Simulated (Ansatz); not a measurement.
# CH2AlClF (charge -1): shift of H6 from Al3 to C2

Aim: the minimum-energy path and barrier of the shift of H6 from Al3 to C2. The ends are relaxed first, then joined by a nudged elastic band. SMILES of the start: F[CH-][AlH][Cl].

Method: RKS r2SCAN/def2-mTZVP, in Ansatz 0.2.0.

## Step 1: The structure to begin with

Bond lengths: F1–C2 1.452 Å, C2–Al3 1.926 Å, Al3–Cl4 2.112 Å, C2–H5 1.121 Å, Al3–H6 1.627 Å. Angles: F1–C2–Al3 113.6°, F1–C2–H5 102.7°, Al3–C2–H5 104.0°, C2–Al3–Cl4 116.0°, C2–Al3–H6 144.2°, Cl4–Al3–H6 99.8°.

As a file:

```xyz
6

F     2.2004   -0.3124    0.0613
C     0.9186   -0.5051   -0.5926
Al   -0.5164    0.4922    0.2167
Cl   -2.3433    0.5113   -0.8436
H     0.6770   -1.5730   -0.3504
H    -0.9363    1.3870    1.5085
```

## Step 2: Relaxing end A

The input, input.yaml:

```yaml
crystal:
  periodic: [false, false, false]
  atoms:
    - { symbol: F, position_ang: [2.20042, -0.31241, 0.06129] }
    - { symbol: C, position_ang: [0.9186, -0.50509, -0.59257] }
    - { symbol: Al, position_ang: [-0.51636, 0.49216, 0.21675] }
    - { symbol: Cl, position_ang: [-2.3433, 0.51129, -0.84364] }
    - { symbol: H, position_ang: [0.67695, -1.57299, -0.35036] }
    - { symbol: H, position_ang: [-0.9363, 1.38704, 1.50853] }
total_charge: -1
basis:
  gaussian: { orbitals: def2-mTZVP }
hamiltonian:
  xc: r2scan
relax:
  f_tol: 0.02
  max_steps: 50
output:
  orbitals: {}
```

The run is started by

```
> ansatz run input.yaml --threads 2 --pin off --max-ram 3072MiB --backend cpu --events-out ev --progress --plain --runs-dir out
```

Standard output, shortened:

```text
Warning: RAYON_NUM_THREADS=2 ignored (pool sized by the plan → 2); use --threads N
[...]
Functional definition: r2SCAN
[...]
875 factors; their error is unknown
[...]
mean field -22905.12908122 eV, -841.7479680806 hartree, gradient 8.7e-5 eV, S^2 0.000000; 0 other end points of the search recorded, 0 dependent functions left out
[...]
reference -22905.12909250 eV, -841.7479684952 hartree; 24, 24 occupied and 64, 64 virtual orbitals, 875 factors
relax step   1: F+E_penalty+E_count = -22905.12908122 eV  Δ(F+E_penalty+E_count) = +0.000e0 eV  max|allowed force component| = 1.070e0 eV/Å  Δτ_max = 0.0000 Å  (28 SCF iters, accepted)
[...]
reference -22905.92975096 eV, -841.7773921509 hartree; 24, 24 occupied and 64, 64 virtual orbitals, 875 factors
Total energy: -22905.92975096 eV, -841.7773921509 hartree
Atom 0 at     2.115140    -0.502855     0.363830 Å, force     0.004007    -0.001363     0.000442 eV/Å
Atom 1 at     0.819767    -0.574106    -0.220396 Å, force    -0.000179    -0.001749    -0.003190 eV/Å
Atom 2 at    -0.587963     0.515993     0.256713 Å, force    -0.001572    -0.000634    -0.000013 eV/Å
Atom 3 at    -2.518314     0.240163    -0.774702 Å, force    -0.000846     0.000694    -0.000026 eV/Å
Atom 4 at     0.838613    -1.368327    -0.972611 Å, force     0.000302     0.000995     0.001737 eV/Å
Atom 5 at    -0.667233     1.689131     1.347166 Å, force    -0.001712     0.002057     0.001050 eV/Å
Dipole moment:    -0.259885    -0.042044    -0.144488 e Å
```

It took 22 s on 2 threads of Arm Neoverse V2, shared host; peak memory 0.17 GiB.

Step by step:

```
step  energy from step 1 (eV)  largest force component (eV/Å)
   1                   0.0000                          1.0701
   2                  -0.3479                          1.2878
   3                  -0.5438                          1.7080
   4                  -0.6976                          0.7643
   5                  -0.7931                          0.2802
  6x                  -0.7918                          0.4644
   7                  -0.7990                          0.0659
   8                  -0.8002                          0.1114
   9                  -0.8002                          0.0561
  10                  -0.8007                          0.0040
```

Step 1 is the start. 1 step was tried and not accepted (marked x).

After: Bond lengths: F1–C2 1.423 Å, C2–Al3 1.843 Å, Al3–Cl4 2.206 Å, C2–H5 1.094 Å, Al3–H6 1.604 Å. Angles: F1–C2–Al3 124.0°, F1–C2–H5 107.6°, Al3–C2–H5 128.3°, C2–Al3–Cl4 118.3°, C2–Al3–H6 130.3°, Cl4–Al3–H6 111.5°.

## Step 3: End point B

The second end starts from a geometry with the move made by hand.

input.yaml: that of step 2 with these lines changed.

```diff
@@ -8,3 +8,3 @@
     - { symbol: H, position_ang: [0.67695, -1.57299, -0.35036] }
-    - { symbol: H, position_ang: [-0.9363, 1.38704, 1.50853] }
+    - { symbol: H, position_ang: [0.66238, 0.1765, -1.40367] }
 total_charge: -1
```

The run is started by

```
> ansatz run input.yaml --threads 2 --pin off --max-ram 3072MiB --backend cpu --events-out ev --progress --plain --runs-dir out
```

Standard output, shortened:

```text
Warning: RAYON_NUM_THREADS=2 ignored (pool sized by the plan → 2); use --threads N
[...]
[... 1 set-up line as earlier in the session ...]
[...]
875 factors; their error is unknown
[...]
mean field -22904.67749596 eV, -841.7313726286 hartree, gradient 2.6e-5 eV, S^2 0.000000; 0 other end points of the search recorded, 0 dependent functions left out
[...]
reference -22904.67750573 eV, -841.7313729877 hartree; 24, 24 occupied and 64, 64 virtual orbitals, 875 factors
[...]
Atom 1 at     0.799080    -0.366011    -0.501838 Å, force    -0.001344    -0.000933    -0.002610 eV/Å
Atom 2 at    -0.527757     0.775377     0.606112 Å, force     0.000487    -0.000190     0.000195 eV/Å
Atom 3 at    -2.199162     0.211183    -0.914742 Å, force     0.000198     0.000054     0.000134 eV/Å
Atom 4 at     0.485527    -1.421665    -0.576105 Å, force     0.000277     0.000079     0.001163 eV/Å
Atom 5 at     0.890235    -0.011681    -1.543191 Å, force     0.000674     0.000617     0.000716 eV/Å
Dipole moment:     0.164901    -0.354583    -0.447606 e Å
```

Run time: 20 s. Hardware: 2 threads of Arm Neoverse V2, shared host; peak memory 0.17 GiB.

The steps of the relaxation:

| step | energy from step 1 (eV) | largest force component (eV/Å) |
| --- | --- | --- |
| 1 | 0.0000 | 3.8599 |
| 2 | -1.1965 | 2.0546 |
| 3 | -1.7499 | 0.9064 |
| 4 | -1.8195 | 0.3358 |
| 5 | -1.8373 | 0.1583 |
| 6 | -1.8399 | 0.0729 |
| 7 | -1.8407 | 0.0302 |
| 8 | -1.8407 | 0.0245 |
| 9 | -1.8408 | 0.0026 |

Step 1 is the start.

After: Bond lengths: F1–C2 1.448 Å, C2–Al3 2.071 Å, Al3–Cl4 2.329 Å, C2–H5 1.104 Å, C2–H6 1.104 Å. Angles: F1–C2–Al3 114.7°, F1–C2–H5 105.6°, F1–C2–H6 105.6°, Al3–C2–H5 112.4°, Al3–C2–H6 112.4°, H5–C2–H6 105.5°, C2–Al3–Cl4 88.7°.

## Step 4: Nudged elastic band

crystal.atoms is end A as relaxed above, and neb.final_atoms is end B, turned to lie on A. With 7 inner images the band has 9 in all. The start path is listed, through a guess of the saddle.

The input, input.yaml:

```yaml
crystal:
  periodic: [false, false, false]
  atoms:
    - { symbol: F, position_ang: [2.11514, -0.502855, 0.36383] }
    - { symbol: C, position_ang: [0.819767, -0.574106, -0.220396] }
    - { symbol: Al, position_ang: [-0.587963, 0.515993, 0.256713] }
    - { symbol: Cl, position_ang: [-2.518314, 0.240163, -0.774702] }
    - { symbol: H, position_ang: [0.838613, -1.368327, -0.972611] }
    - { symbol: H, position_ang: [-0.667233, 1.689131, 1.347166] }
total_charge: -1
basis:
  gaussian: { orbitals: def2-mTZVP }
hamiltonian:
  xc: r2scan
neb:
  order_check: false
  images: 7
  f_tol: 0.05
  max_iterations: 60
  final_atoms:
    - { symbol: F, position_ang: [1.76851602, -0.38927902, 0.75021689] }
    - { symbol: C, position_ang: [0.55428764, -0.00433022, 0.06079183] }
    - { symbol: Al, position_ang: [-1.19232217, -0.70446168, 0.92680932] }
    - { symbol: Cl, position_ang: [-2.39232064, 0.35680164, -0.76393912] }
    - { symbol: H, position_ang: [0.67918082, -0.35632654, -0.97783068] }
    - { symbol: H, position_ang: [0.58266833, 1.09759482, 0.00395176] }
  initial_path:
    images:
      - { positions_ang: [[2.11514, -0.502855, 0.36383], [0.819767, -0.574106, -0.220396], [-0.587963, 0.515993, 0.256713], [-2.518314, 0.240163, -0.774702], [0.838613, -1.368327, -0.972611], [-0.667233, 1.689131, 1.347166]] }
      - { positions_ang: [[2.0506838, -0.4167621, 0.43832362], [0.80475238, -0.45552112, -0.23695516], [-0.68277803, 0.40895059, 0.32871274], [-2.53449441, 0.30112257, -0.7702997], [0.81525967, -1.31068854, -0.90712421], [-0.45341341, 1.47289761, 1.14734271]] }
      - { positions_ang: [[1.98622759, -0.33066921, 0.51281723], [0.78973776, -0.33693624, -0.25351432], [-0.77759306, 0.30190817, 0.40071248], [-2.55067482, 0.36208213, -0.7658974], [0.79190635, -1.25305008, -0.84163742], [-0.23959382, 1.25666422, 0.94751942]] }
      - { positions_ang: [[1.92177139, -0.24457631, 0.58731085], [0.77472314, -0.21835136, -0.27007347], [-0.87240809, 0.19486576, 0.47271221], [-2.56685523, 0.4230417, -0.7614951], [0.76855302, -1.19541162, -0.77615063], [-0.02577423, 1.04043083, 0.74769613]] }
      - { positions_ang: [[1.85731518, -0.15848341, 0.66180447], [0.75970852, -0.09976649, -0.28663263], [-0.96722311, 0.08782335, 0.54471195], [-2.58303564, 0.48400126, -0.7570928], [0.74519969, -1.13777316, -0.71066383], [0.18804536, 0.82419744, 0.54787285]] }
      - { positions_ang: [[1.83511539, -0.21618231, 0.68390757], [0.7083533, -0.07590742, -0.19977652], [-1.02349788, -0.11024791, 0.64023629], [-2.53535689, 0.45220136, -0.75880438], [0.72869498, -0.9424115, -0.77745555], [0.2867011, 0.89254679, 0.41189257]] }
      - { positions_ang: [[1.8129156, -0.27388121, 0.70601068], [0.65699808, -0.05204835, -0.1129204], [-1.07977264, -0.30831917, 0.73576064], [-2.48767814, 0.42040145, -0.76051596], [0.71219026, -0.74704985, -0.84424726], [0.38535684, 0.96089613, 0.2759123]] }
      - { positions_ang: [[1.79071581, -0.33158011, 0.72811379], [0.60564286, -0.02818928, -0.02606429], [-1.13604741, -0.50639042, 0.83128498], [-2.43999939, 0.38860154, -0.76222754], [0.69568554, -0.5516882, -0.91103897], [0.48401259, 1.02924548, 0.13993203]] }
      - { positions_ang: [[1.76851602, -0.38927902, 0.75021689], [0.55428764, -0.00433022, 0.06079183], [-1.19232217, -0.70446168, 0.92680932], [-2.39232064, 0.35680164, -0.76393912], [0.67918082, -0.35632654, -0.97783068], [0.58266833, 1.09759482, 0.00395176]] }
```

The run is started by

```
> ansatz run input.yaml --threads 2 --pin off --max-ram 3072MiB --backend cpu --events-out ev --progress --plain --runs-dir out
```

Standard output, shortened:

```text
Warning: RAYON_NUM_THREADS=2 ignored (pool sized by the plan → 2); use --threads N
[...]
[... 1 set-up line as earlier in the session ...]
[...]
875 factors; their error is unknown
[...]
mean field -22905.92973905 eV, -841.7773917132 hartree, gradient 2.7e-5 eV, S^2 0.000000; 0 other end points of the search recorded, 0 dependent functions left out
[...]
reference -22905.92975030 eV, -841.7773921267 hartree; 24, 24 occupied and 64, 64 virtual orbitals, 875 factors
875 factors; their error is unknown
[...]
Atom 2 at    -0.977386     0.253268     0.880551 Å, force    -0.011261     0.019747    -0.032592 eV/Å
Atom 3 at    -2.414626     0.179865    -0.897225 Å, force     0.008727    -0.000606     0.012943 eV/Å
Atom 4 at     0.777039    -0.798991    -1.046136 Å, force    -0.004886     0.003003     0.001906 eV/Å
Atom 5 at     0.192918     1.396223     0.435445 Å, force    -0.014732    -0.013979     0.009960 eV/Å
Dipole moment:     0.334095    -0.278959    -0.357227 e Å
this run last wrote the band of iteration 11 to <dir>
```

Wall time 2.7 min (2 threads of Arm Neoverse V2, shared host); peak memory 0.17 GiB.

## Step 5: Images and barrier

The 7 inner images lie between the fixed ends 0 and 8. Energy is taken from image 0, and the path length is the program's own coordinate along the band.

| image | path (Å) | energy (eV) | H6–Al3 (Å) | H6–C2 (Å) | band force (eV/Å) |
| --- | --- | --- | --- | --- | --- |
| 0 | 0.000 | 0.0000 | 1.60 | 3.13 | - |
| 1 | 0.442 | 0.1315 | 1.60 | 2.94 | 0.016 |
| 2 | 0.885 | 0.5104 | 1.60 | 2.65 | 0.016 |
| 3 | 1.328 | 0.9872 | 1.62 | 2.32 | 0.014 |
| 4* | 1.770 | 1.2699 | 1.70 | 1.94 | 0.028 |
| 5 | 2.164 | 0.8181 | 1.82 | 1.52 | 0.034 |
| 6 | 2.559 | -0.2208 | 2.09 | 1.17 | 0.027 |
| 7 | 2.953 | -0.5373 | 2.51 | 1.11 | 0.011 |
| 8 | 3.348 | -0.5885 | 2.69 | 1.10 | - |

The star marks the climbing image.

image, energy (eV) and a bar:
```
        0      0.000 ##########
        1      0.131 ############
        2      0.510 ##################
        3      0.987 #########################
        4      1.270 ##############################
        5      0.818 #######################
        6     -0.221 ######
        7     -0.537 #
        8     -0.589
```

The top of the band by iteration:

| iteration | highest image above image 0 (eV) | largest band force (eV/Å) |
| --- | --- | --- |
| 1 | 4.4477 | 8.273 |
| 2 | 3.0409 | 3.507 |
| 3 | 1.8786 | 1.983 |
| 4 | 1.4070 | 1.234 |
| 5 | 1.2593 | 0.581 |
| 6 | 1.2457 | 0.315 |
| 7 | 1.2882 | 0.351 |
| 8 | 1.2741 | 0.283 |
| 9 | 1.2735 | 0.172 |
| 10 | 1.2705 | 0.083 |
| 11 | 1.2699 | 0.034 |

The band as a trajectory file:

```xyz
6
image=0 dE=0.0000
F     2.115   -0.503    0.364
C     0.820   -0.574   -0.220
Al   -0.588    0.516    0.257
Cl   -2.518    0.240   -0.775
H     0.839   -1.368   -0.973
H    -0.667    1.689    1.347
6
image=1 dE=0.1315
F     2.020   -0.544    0.480
C     0.795   -0.521   -0.233
Al   -0.696    0.352    0.424
Cl   -2.538    0.214   -0.793
H     0.876   -1.243   -1.050
H    -0.458    1.744    1.171
6
image=2 dE=0.5104
F     1.937   -0.572    0.544
C     0.729   -0.504   -0.167
Al   -0.798    0.262    0.592
Cl   -2.504    0.195   -0.836
H     0.854   -1.091   -1.082
H    -0.218    1.710    0.949
6
image=3 dE=0.9872
F     1.868   -0.588    0.591
C     0.659   -0.490   -0.087
Al   -0.890    0.234    0.746
Cl   -2.457    0.189   -0.870
H     0.817   -0.935   -1.080
H     0.002    1.590    0.700
6
image=4 dE=1.2699
F     1.818   -0.587    0.638
C     0.604   -0.443   -0.011
Al   -0.977    0.253    0.881
Cl   -2.415    0.180   -0.897
H     0.777   -0.799   -1.046
H     0.193    1.396    0.435
6
image=5 dE=0.8181
F     1.817   -0.543    0.647
C     0.587   -0.308    0.019
Al   -1.068    0.177    0.977
Cl   -2.404    0.154   -0.907
H     0.761   -0.636   -1.036
H     0.307    1.156    0.300
6
image=6 dE=-0.2208
F     1.809   -0.520    0.663
C     0.573   -0.167    0.033
Al   -1.168   -0.039    1.054
Cl   -2.384    0.168   -0.914
H     0.725   -0.424   -1.032
H     0.446    0.982    0.196
6
image=7 dE=-0.5373
F     1.777   -0.504    0.688
C     0.559   -0.052    0.055
Al   -1.218   -0.394    1.046
Cl   -2.374    0.212   -0.881
H     0.661   -0.318   -1.009
H     0.595    1.055    0.101
6
image=8 dE=-0.5885
F     1.769   -0.389    0.750
C     0.554   -0.004    0.061
Al   -1.192   -0.704    0.927
Cl   -2.392    0.357   -0.764
H     0.679   -0.356   -0.978
H     0.583    1.098    0.004
```

## Step 6: Frequencies at the highest image

The geometry is the highest inner image of the first converged band.

The input, input.yaml:

```yaml
crystal:
  periodic: [false, false, false]
  atoms:
    - { symbol: F, position_ang: [1.818209, -0.586897, 0.638044] }
    - { symbol: C, position_ang: [0.603856, -0.443469, -0.010679] }
    - { symbol: Al, position_ang: [-0.977386, 0.253268, 0.880551] }
    - { symbol: Cl, position_ang: [-2.414626, 0.179865, -0.897225] }
    - { symbol: H, position_ang: [0.777039, -0.798991, -1.046136] }
    - { symbol: H, position_ang: [0.192918, 1.396223, 0.435445] }
total_charge: -1
basis:
  gaussian: { orbitals: def2-mTZVP }
hamiltonian:
  xc: r2scan
phonons: {}
```

The run is started by

```
> ansatz run input.yaml --threads 2 --pin off --max-ram 3072MiB --backend cpu --events-out ev --progress --plain --runs-dir out
```

Standard output, shortened:

```text
Warning: RAYON_NUM_THREADS=2 ignored (pool sized by the plan → 2); use --threads N
[...]
[... 1 set-up line as earlier in the session ...]
[...]
875 factors; their error is unknown
[...]
mean field -22904.65982506 eV, -841.7307232348 hartree, gradient 1.9e-5 eV, S^2 0.000000; 0 other end points of the search recorded, 0 dependent functions left out
[...]
reference -22904.65983496 eV, -841.7307235986 hartree; 24, 24 occupied and 64, 64 virtual orbitals, 875 factors
[...]
875 factors; their error is unknown
mean field -22904.65971958 eV, -841.7307193586 hartree, gradient 1.4e-6 eV, S^2 0.000000; 0 other end points of the search recorded, 0 dependent functions left out
[...]
reference -22904.65972948 eV, -841.7307197223 hartree; 24, 24 occupied and 64, 64 virtual orbitals, 875 factors
[...]
875 factors; their error is unknown
[...]
mean field -22904.65988140 eV, -841.7307253054 hartree, gradient 1.3e-6 eV, S^2 0.000000; 0 other end points of the search recorded, 0 dependent functions left out
```

## Step 7: The log goes on: vibrations at the highest image of the band

Output, continued, shortened:

```text
[...]
reference -22904.65989130 eV, -841.7307256692 hartree; 24, 24 occupied and 64, 64 virtual orbitals, 875 factors
[...]
875 factors; their error is unknown
mean field -22904.65983502 eV, -841.7307236011 hartree, gradient 8.9e-7 eV, S^2 0.000000; 0 other end points of the search recorded, 0 dependent functions left out
[...]
reference -22904.65984492 eV, -841.7307239648 hartree; 24, 24 occupied and 64, 64 virtual orbitals, 875 factors
[...]
875 factors; their error is unknown
[...]
WARN: phonons: modes at or below zero, which the zero-point energy, F, S and C_V leave out: 1, the lowest at -873.37 cm⁻¹. A minimum has none, and a first-order saddle one
[...]
Atom 2 at    -0.977386     0.253268     0.880551 Å, force    -0.011707     0.020165    -0.032362 eV/Å
Atom 3 at    -2.414626     0.179865    -0.897225 Å, force     0.008742    -0.000666     0.012898 eV/Å
Atom 4 at     0.777039    -0.798991    -1.046136 Å, force    -0.004859     0.003045     0.001859 eV/Å
Atom 5 at     0.192918     1.396223     0.435445 Å, force    -0.014694    -0.014159     0.010081 eV/Å
Dipole moment:     0.334115    -0.278948    -0.357221 e Å
Vibrations: -873.37 114.55 205.39 265.48 370.53 620.84 648.83 821.04 1027.45 1332.29 1571.75 2899.90 cm⁻¹, zero-point energy 0.612362 eV
```

Run time: 41 s. Hardware: 2 threads of Arm Neoverse V2, shared host; peak memory 0.13 GiB.

Of 12 modes, 1 is imaginary by more than 30 cm⁻¹ (873i cm⁻¹).

(Part 1 of 2 ends here.)
